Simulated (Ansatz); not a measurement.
Write a Python script for the Ansatz DFT code, driven from Python that makes a polarisability from point charges of FGeH₂I, SMILES [F][GeH2][I]. Level of theory (for the species named): Hartree-Fock, def2-SVP basis, multiplicity 1.

```xyz
5

F    -0.2634   -0.8583    1.5772
Ge    0.1437   -0.1113    0.0232
I    -1.7398    1.4197   -0.8077
H     0.4555   -1.2272   -1.0151
H     1.4538    0.7036    0.1811
```

`fgeh2i.py`:
```python
# -*- coding: utf-8 -*-
"""Response of FGeH2I to a pair of distant point charges."""

import warnings

import ansatz as az
import numpy as np

BASIS = "def2-SVP"
XC = "hf"

GEOMETRY = """
F    -0.26340   -0.85830    1.57720
Ge    0.14370   -0.11130    0.02320
I    -1.73980    1.41970   -0.80770
H     0.45550   -1.22720   -1.01510
H     1.45380    0.70360    0.18110
"""


def main():
    warnings.simplefilter("ignore", az.DeckWarning)

    mol = az.Crystal.molecule()
    for line in GEOMETRY.strip().splitlines():
        symbol, *xyz = line.split()
        mol = mol.atom(symbol, [float(v) for v in xyz])

    calc = (
        mol.calculation()
        .basis(gaussian=BASIS)
        .functional(XC)
        .forces()
    )
    # charges +q and -q at -R and +R make a nearly even field 2 k q / R^2 at the centre
    centre = np.mean([site.position_ang for site in mol.cartesian_sites], axis=0)
    field = 2 * 14.399645 * 2.0 / 30.0 ** 2


    def dipole(axis, sign):
        arm = 30.0 * np.eye(3)[axis]
        pair = [{"charge": sign * 2.0, "position_ang": (centre - arm).tolist()}, {"charge": -sign * 2.0, "position_ang": (centre + arm).tolist()}]
        deck = calc.input().set(az.key.basis.gaussian.point_charges, pair)
        return np.array(az.Session.from_dict(deck).plan().execute().report["charge_distribution"]["dipole_moment_e_ang"])


    print(f"field {field:.4f} V/A")
    alpha = np.array([(dipole(axis, 1) - dipole(axis, -1)) / (2 * field) * 14.399645 for axis in range(3)])
    print("polarisability tensor (A^3)")
    print(np.array2string(alpha, precision=3, suppress_small=True))
    print(f"mean {np.trace(alpha) / 3:.3f} A^3 = {np.trace(alpha) / 3 / 0.14818471:.2f} bohr^3")


if __name__ == "__main__":
    main()
```

`python fgeh2i.py` gives:
```text
field 0.0640 V/A
polarisability tensor (A^3)
[[ 8.449 -2.144  1.111]
 [-2.139  7.358 -0.693]
 [ 1.095 -0.692  5.896]]
mean 7.234 A^3 = 48.82 bohr^3
```

Reading the output:
- The settings weren't tested for convergence.
- The geometry is a force-field or estimated start, not a minimum of this method, and the basis set is short of its limit. The field of two point charges is only nearly even.
- def2 sets replace the cores of elements past krypton by effective core potentials.
- Without diffuse functions polarisabilities are unreliable, as a rule too low, and they change with the bond lengths of this unrelaxed start.
- It ran for 9.4 s on 1 thread of Arm Neoverse V2, with other jobs on the host, peak memory 0.23 GiB.

(A comment or docstring line of the script was reworded after the run, the code is as it ran; lines on the test bed's own set-up are left out of the output.)
